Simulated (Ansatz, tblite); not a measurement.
# The cluster Zn4H14S4: one state, many levels

An exercise on one series of results from a longer session: the logs are not shown, and one member is left open.

Computed with Ansatz 0.2.0, Gaussian basis. Level: as each input shows.

The runs, in order: GFN1-xTB, GFN2-xTB, PBE-D4/def2-TZVP, r2SCAN-D4/def2-TZVP, PBE-D4/def2-SVP, PBE0-D4/def2-SVP.

1 further run of the same task is left out (set aside as unsound or not needed).

### The geometry

The geometry is that of the singlet, from an earlier relaxation (PBE-D4/def2-SVP).

22 atoms, charge 0, spin multiplicity 1.

Bond lengths: Zn1–S4 2.501 Å, Zn1–H9 1.567 Å, Zn1–H10 1.604 Å, S2–Zn6 2.488 Å, S2–H11 1.373 Å, S2–H12 1.373 Å, Zn3–S4 2.498 Å, Zn3–H13 1.603 Å, Zn3–H14 1.565 Å, S4–Zn7 2.500 Å, S4–H15 1.359 Å, S5–Zn6 2.489 Å, S5–H16 1.373 Å, S5–H17 1.373 Å, Zn6–S8 2.488 Å, Zn6–H18 1.566 Å, Zn7–H19 1.567 Å, Zn7–H20 1.605 Å and more. Angles: S4–Zn1–H9 109.1°, S4–Zn1–H10 103.1°, H9–Zn1–H10 147.8°, Zn6–S2–H11 95.3°, Zn6–S2–H12 94.7°, H11–S2–H12 92.5°, S4–Zn3–H13 103.1°, S4–Zn3–H14 109.4°, H13–Zn3–H14 147.5°, Zn1–S4–Zn3 117.7°, Zn1–S4–Zn7 117.9°, Zn1–S4–H15 98.8°, Zn3–S4–Zn7 117.6°, Zn3–S4–H15 98.7°, Zn7–S4–H15 98.7°, Zn6–S5–H16 94.8°, Zn6–S5–H17 95.4°, H16–S5–H17 92.5° and more.

PBE0-D4/def2-TZVP was run before; its log isn't repeated, and its numbers join the tables.

The first run:

Tight binding, by tblite at 300 K electronic temperature and without a spin-polarisation term:

```python
tblite.interface.Calculator('GFN1-xTB', numbers, positions, charge=0, uhf=0).singlepoint()
```

Tight binding, by tblite at 300 K electronic temperature and without a spin-polarisation term:

```python
tblite.interface.Calculator('GFN2-xTB', numbers, positions, charge=0, uhf=0).singlepoint()
```

start.molden holds the orbitals of an earlier run on this state, given as this run's starting guess.

File in.yaml:

```yaml
crystal:
  periodic: [false, false, false]
  atoms:
    - {symbol: Zn, position_ang: [-2.463332, -0.230581, -1.541153]}
    - {symbol: S, position_ang: [-1.016955, -1.938517, 0.884196]}
    - {symbol: Zn, position_ang: [1.437451, -1.988720, -1.566748]}
    - {symbol: S, position_ang: [-0.004862, 0.019008, -1.924134]}
    - {symbol: S, position_ang: [2.181478, 0.072269, 0.898318]}
    - {symbol: Zn, position_ang: [0.001260, -0.017778, 2.094666]}
    - {symbol: Zn, position_ang: [1.018135, 2.265022, -1.524318]}
    - {symbol: S, position_ang: [-1.162450, 1.838608, 0.915648]}
    - {symbol: H, position_ang: [-3.177752, -0.455257, -2.917682]}
    - {symbol: H, position_ang: [-2.599426, -0.086010, 0.050960]}
    - {symbol: H, position_ang: [-0.398212, -2.904964, 1.637123]}
    - {symbol: H, position_ang: [-2.149339, -1.973049, 1.659715]}
    - {symbol: H, position_ang: [1.367994, -2.208544, 0.019862]}
    - {symbol: H, position_ang: [2.002098, -2.475117, -2.943167]}
    - {symbol: H, position_ang: [-0.006580, 0.032243, -3.283188]}
    - {symbol: H, position_ang: [2.769921, -0.906696, 1.659472]}
    - {symbol: H, position_ang: [2.710507, 1.076093, 1.670736]}
    - {symbol: H, position_ang: [0.002409, -0.027675, 3.660532]}
    - {symbol: H, position_ang: [1.179053, 3.013127, -2.891882]}
    - {symbol: H, position_ang: [1.227879, 2.287315, 0.066646]}
    - {symbol: H, position_ang: [-2.301795, 1.781077, 1.679069]}
    - {symbol: H, position_ang: [-0.617480, 2.828148, 1.695339]}
basis:
  gaussian: {orbitals: def2-TZVP, fitting: {mean_field: def2-universal-jkfit}, initial_orbitals: start.molden}
hamiltonian: {xc: pbe, dispersion: d4}
scf: {omitted_lower_state_checks: [starts]}
output: {forces: true, orbitals: {seedname: orbitals}}
```

On the command line:

```bash
$ ansatz run in.yaml --threads 2 --pin off --events-out ev --progress --plain --max-ram 20480MiB --backend cuda --devices 0, --max-vram 18GiB
```

Among the steps run: PBE-D4/def2-TZVP; r2SCAN-D4/def2-TZVP; PBE-D4/def2-SVP; PBE0-D4/def2-SVP.

One of the session's tables, all rows but one given; the rest of the session is left out.

It belongs to the step «Binding energy». 

| level | binding an atom (eV) |
| --- | --- |
| PBE-D4/def2-SVP | ? |
| PBE-D4/def2-TZVP | 2.155 |
| r2SCAN-D4/def2-TZVP | 2.203 |
| PBE0-D4/def2-SVP | 2.174 |
| PBE0-D4/def2-TZVP | 2.145 |

Estimate the missing values for PBE-D4/def2-SVP.

The run gave: binding an atom (eV): 2.195. In the column «binding an atom (eV)» it lies between PBE0-D4/def2-SVP (2.174) and r2SCAN-D4/def2-TZVP (2.203).

Limits of these values: Free atoms were run apart at each level; binding is atoms less cluster, divided by the number of atoms, without zero-point or spin-orbit terms.
